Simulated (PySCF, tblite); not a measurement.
# C5H7N2OS radical: geometry, infrared bands and EPR parameters

Aim: predict the infrared bands and EPR parameters of C5H7N2OS radical (`CO[CH]Cc1cnsn1`).

Programs: tblite 0.8.0 and PySCF 2.14.0, with density-fitted response routines of our own. Each step states its level of theory. These are calculated values for one molecule in the gas phase, unless marked as measured. Atoms are numbered from 0 throughout.

**1. Starting geometry**

16 atoms, charge 0, multiplicity 2; geometry from: force field or distance geometry start.

Bonds of the start (Å): C0–O1 1.43, O1–C2 1.41, C2–C3 1.49, C3–C4 1.50, C4–C5 1.35, C5–N6 1.29, N6–S7 1.70, S7–N8 1.67, N8–C4 1.32, C0–H9 1.11, C0–H10 1.09, C0–H11 1.11, C2–H12 1.11, C3–H13 1.11, C3–H14 1.13, C5–H15 1.14.

**2. Relaxing the molecule with GFN2-xTB**

What the job is given:

```
{"job": {"kind": "relax", "xc": "GFN2-xTB", "basis": "xTB"}, "charge": 0, "multiplicity": 2}
C      2.630400     0.650000    -0.141800
O      1.258900     0.731000    -0.531500
C      0.737000    -0.570700    -0.435600
C     -0.160700    -0.740900     0.746900
C     -1.580100    -0.397300     0.398900
C     -2.160800     0.820300     0.487400
N     -3.386600     0.992500     0.139100
S     -3.900600    -0.550600    -0.370200
N     -2.429700    -1.287600    -0.079400
H      2.750000    -0.293200     0.438300
H      3.301400     0.603300    -1.003100
H      2.864100     1.550400     0.462500
H      1.622000    -1.245700    -0.379700
H      0.123700    -0.108000     1.612200
H     -0.132900    -1.834700     1.017900
H     -1.543700     1.690100     0.894100
```

On the command line:

```bash
OMP_NUM_THREADS=1 python probes_run.py task.json out
```

This one command runs all jobs of the session in turn.

**Question.** This job is followed by: GFN2-xTB harmonic vibrations, gas phase; UKS B3LYP, pcH-1 on C H N O S, non-relativistic, mean-field spin-orbit, GIAO. What will the session give for the following? strongest single infrared mode (GFN2-xTB); zero-point energy (GFN2-xTB); g(iso) (B3LYP); ⟨S²⟩; largest a(iso) (averaged by class); surface potential, 1st and 99th percentile.

The runs gave:

| quantity | value |
| --- | --- |
| strongest single infrared mode (GFN2-xTB) | 1244 cm⁻¹, 191 km/mol |
| zero-point energy (GFN2-xTB) | 72.3 kcal/mol |
| g(iso) (B3LYP) | 2.00344 |
| ⟨S²⟩ | 0.755 (exact 0.75) |
| largest a(iso) (averaged by class) | 13C on C2, 121.5 MHz |
| surface potential, 1st and 99th percentile | -1.49 V and 1.05 V |

Relaxing lowered the energy by 1.286 eV in 117 steps; the close pair that moved most is N6–S7, from 1.704 to 1.633 Å. All 42 modes are real, so the xTB geometry is a minimum. The strongest single mode, at 1244 cm⁻¹, has its largest shares on O1, H14, H12 and H13 (the list is cut at 4 atoms). GFN2-xTB is a fitted tight-binding method: band positions and strengths are rough. Its intensities can rank the bands wrongly. Most of the unpaired spin sits on C2 (0.86 e). The isotropic g lies 1.1 ppt above the free-electron value.
